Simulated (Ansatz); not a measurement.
Crystal: CsLiCr2Te2S3.

```
CELL_PARAMETERS angstrom
3.60358 0.00000 0.00000
-1.80179 3.12079 0.00000
0.00000 0.00000 19.06651
ATOMIC_POSITIONS crystal
Cs 0.00000 0.00000 0.37399
Li 0.66667 0.33333 0.01607
Cr 0.00000 0.00000 0.86637
Cr 0.33333 0.66667 0.16833
Te 0.33333 0.66667 0.53891
Te 0.66667 0.33333 0.77276
S 0.00000 0.00000 0.10030
S 0.33333 0.66667 0.92920
S 0.66667 0.33333 0.23408
```

The cell was built by a generator and needn't be a form met in nature.

```yaml
Program: Ansatz 0.2.0
Task: relaxation of cell and atoms
Functional: PBE
Dispersion: D4
Potentials_or_basis: Ansatz PAW
Cutoff: "420 eV (not typed: the program's choice for these potentials)"
k_mesh: 6 × 6 × 1
Occupations: fermi-dirac, width 0.05 eV
Spin: collinear spin, ferromagnetic start
Starting_moments: "[0.0, 0.0, 3.0, 3.0, 0.0, 0.0, 0.0, 0.0, 0.0] μB"
```

At the start: volume 23.82 Å³/atom.

How do energy, volume and symmetry change on relaxing?

It ends after 7 steps and the volume is 21.75 Å³/atom (-8.7 %); space group P3m1 (No. 156, to 0.05 Å); moment 5.68 μB per cell.

Step by step:
```tsv
step	energy change (eV)	largest force (eV/Å)	volume (Å³)
1	0.0000	0.1302	214.42
2	-0.1062	0.1503	202.26
3	-0.1473	0.0879	195.37
4	-0.1515	0.0258	194.29
5	-0.1525	0.0487	196.09
6	-0.1529	0.0095	195.78
7	-0.1509	0.0097	195.78
```

Final structure:
```
Cs Li Cr Te S
1.0
     3.55911    0.00000    0.00000
    -1.77956    3.08228    0.00000
     0.00000    0.00000   17.84697
Cs Li Cr Te S
1 1 2 2 3
Direct
  0.00000 0.00000 0.38704
  0.66667 0.33333 0.01032
  0.00000 0.00000 0.85567
  0.33333 0.66667 0.16946
  0.33333 0.66667 0.56206
  0.66667 0.33333 0.75651
  0.00000 0.00000 0.09696
  0.33333 0.66667 0.92225
  0.66667 0.33333 0.23974
```

Caveat: the plane-wave basis is chosen anew once the cell has moved, so the energies of steps on either side of that aren't comparable; only a ferromagnetic start was run, and an antiferromagnetic order may lie lower in energy; pairwise dispersion overbinds metals, which lowers pressure and volume.
